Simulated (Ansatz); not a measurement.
# Ta: the cost of one run

All numbers are computed with the Python package of Ansatz 0.2.0. Level of theory: DFT LDA, all-electron LAPW.

**1. Starting point**

The structure is cubic, space group Im-3m (No. 229). Conventional cell: a = 3.303 Å, b = 3.303 Å, c = 3.303 Å, α = 90.00°, β = 90.00°, γ = 90.00°. Around Ta (site symmetry m-3m) lie 8 Ta at 2.86 Å.

The script holds or builds the structure itself.

**2. Script**

Contents of ta.py:

```python
# -*- coding: utf-8 -*-
'''All-electron equation of state of Ta.'''

import warnings

import ansatz as az
from ase.eos import EquationOfState
from ase.units import GPa
import numpy as np

vectors0 = np.array([
    [-1.65128, 1.65128, 1.65128],
    [1.65128, -1.65128, 1.65128],
    [1.65128, 1.65128, -1.65128],
])
sites = [
    ('Ta', (0.0, 0.0, 0.0)),
]


def on_lattice(cell):
    crystal = az.Crystal(lattice=az.Lattice.of(cell))
    for symbol, position in sites:
        crystal = crystal.atom(symbol, position)
    return crystal


def main():
    warnings.simplefilter('ignore', az.DeckWarning)

    volumes, energies = [], []
    for scale in np.linspace(0.94, 1.06, 5):
        cell = vectors0 * scale ** (1 / 3)
        model = (
            on_lattice(cell).calculation()
            .functional('LDA')
            .occupations('Fermi-Dirac', width=0.1)
            .kpoints(10, 10, 10)
            .pseudopotentials('all_electron', lapw=True, basis_error=0.001)
        )
        summary = model.run(threads=1).report
        volumes.append(abs(np.linalg.det(cell)) / len(sites))
        energies.append(summary['free_energy_ev'] / len(sites))
        print(f'{scale:.3f} {volumes[-1]:9.4f} A^3/atom {energies[-1]:16.5f} eV/atom  (estimated basis error {1000 * summary["lapw_basis_errors"]["total_ev_per_atom"]:.2f} meV/atom)')
    v0, e0, bulk = EquationOfState(volumes, energies, eos='birchmurnaghan').fit()
    print(f'V0 = {v0:.4f} A^3/atom, B0 = {bulk / GPa:.1f} GPa')


if __name__ == '__main__':
    main()
```

**3. The calls as engine input**

The package turns the script's settings into the engine's input (first run):

```yaml
crystal:
  lattice:
    - [-1.6175709495998325, 1.6175709495998325, 1.6175709495998325]
    - [1.6175709495998325, -1.6175709495998325, 1.6175709495998325]
    - [1.6175709495998325, 1.6175709495998325, -1.6175709495998325]
  atoms:
    - { symbol: Ta, position: [0.0, 0.0, 0.0] }
kpoints:
  mp_grid:
    grid: [10, 10, 10]
hamiltonian:
  xc: lda
  pseudopotentials:
    kind: all_electron
    lapw:
      basis_error: 0.001
scf:
  occupations:
    method: fermi_dirac
    width: 0.1
```

**4. The run**

Run with:

```console
> python ta.py
```

What time and memory should one allow on 1 thread of Arm Neoverse V2, shared host?

About 20 s, with a peak of 0.35 GiB.
